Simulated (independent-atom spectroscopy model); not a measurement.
# SnC2S2N2: what X-rays and electrons would show

Aim: from the formula and density of SnC2S2N2, work out its photoelectron survey, its thin-foil X-ray spectrum, its electron mean free paths and its core-loss edges.

The numbers are computed with independent-atom spectroscopy model (version 2): independent atoms, textbook formulas over atomic cross sections; no chemical shifts or fine structure; level and line energies, yields and scattering factors come from tables.

### 1 Composition and density

| Item | Value |
| --- | --- |
| formula | SnC2S2N2 |
| density | 2.807 g/cm³ (from a deposited cell) |
| molar mass | 234.87 g/mol |
| atoms per volume | 50.4 per nm³ |

| element | atoms (%) | mass (%) |
| --- | --- | --- |
| Sn | 14.3 | 50.5 |
| C | 28.6 | 10.2 |
| S | 28.6 | 27.3 |
| N | 28.6 | 11.9 |

### 2 Photoelectron survey

Model: photoelectron survey: area = atoms x Dirac-Hartree-Slater cross section x dipole angular factor (unpolarised) x TPP-2M path with the stated gap; tabulated elemental binding energies, no chemical shifts, flat transmission; full shells over 14 eV, above 150 eV kinetic energy and 1 percent.

Given to the script:

```json
{
  "elements": ["Sn", "C", "S", "N"],
  "counts": [1, 2, 2, 2],
  "density": 2.807,
  "photon_energy": 9251.7,
  "source_analyser_angle": 90,
  "valence_electrons": 34,
  "tpp_gap_parameter": 0.0
}
```

Units: density in g/cm³, photon_energy in eV, source_analyser_angle in degrees, tpp_gap_parameter in eV.

### 3 X-ray lines from a thin foil

Model: thin-foil X-ray emission: photons = atoms x relativistic binary-encounter-Bethe cross section (averaged denominator) with Coster-Kronig feeding x tabulated yield and branching; no absorption or detector response; main K, L (from Ca) and M (from Gd) lines over 0.5 percent, close pairs merged.

Given to the script:

```json
{
  "elements": ["Sn", "C", "S", "N"],
  "counts": [1, 2, 2, 2],
  "density": 2.807,
  "beam_energy": 300.0,
  "range_end": 20
}
```

Units: density in g/cm³, beam_energy in keV, range_end in keV.

### 4 How far electrons travel

Model: electron mean free paths: inelastic by TPP-2M with the stated gap parameter, elastic and transport from Dirac partial-wave cross sections of free atoms, attenuation length as the inelastic path times 1 - 0.738 albedo.

Given to the script:

```json
{
  "elements": ["Sn", "C", "S", "N"],
  "counts": [1, 2, 2, 2],
  "density": 2.807,
  "electron_energy": [100.0, 291.0, 300.0, 433.0, 1200.0, 1400.0, 2000.0, 10000.0],
  "valence_electrons": 34,
  "tpp_gap_parameter": 0.0
}
```

Units: density in g/cm³, electron_energy in eV, tpp_gap_parameter in eV.

### 5 EELS edges

Model: core-loss signal of a thin specimen = atoms x partial cross section (first Born, Dirac-Hartree-Slater continuum), each subshell from its own tabulated edge; single scattering, no white lines; K, p, d and f edges from 35 to 3200 eV, the lower partner alone where a pair is split widely.

Given to the script:

```json
{
  "elements": ["Sn", "C", "S", "N"],
  "counts": [1, 2, 2, 2],
  "density": 2.807,
  "beam_energy": 300,
  "collection_angle": 20,
  "window": 200
}
```

Units: density in g/cm³, beam_energy in keV, collection_angle in mrad, window in eV.

Before running it: what results should come out? Wanted: strongest photoelectron peak; strongest thin-foil line; free-electron plasmon energy; strongest loss edge.

The runs gave:

| quantity | value |
| --- | --- |
| strongest photoelectron peak | Sn 2p3/2, 3929 eV |
| strongest thin-foil line | S Kα1+2, 2.307 keV |
| inelastic path at 1200 eV | 2.62 nm |
| attenuation length there | 2.36 nm |
| free-electron plasmon energy | 18.4 eV |
| strongest loss edge | S L23, 162.5 eV |

In words: The strongest feature of the survey is Sn 2p3/2 at 3929 eV. With 14 % of the atoms, Sn carries 79 % of the listed signal. The 2s peaks of N, O and F are left out. At this photon energy non-dipole terms, left out here, change the areas. The strongest feature of the thin-foil spectrum is S Kα1+2 at 2.307 keV. With 29 % of the atoms, S carries 36 % of the listed signal. C Kα1+2 and N Kα1+2 lie only 120 eV apart and may overlap. Three attenuation lengths at 1200 eV make 7.1 nm, the depth that gives 95 % of the signal at normal exit. Above that the inelastic path grows about as energy to the power 0.83. With the gap parameter at zero the paths are too short if the compound is an insulator. The strongest feature of the loss spectrum is S L23 at 162.5 eV. With 29 % of the atoms, S carries 59 % of the listed signal. These are estimates from free-atom data; close to edges a real sample differs.
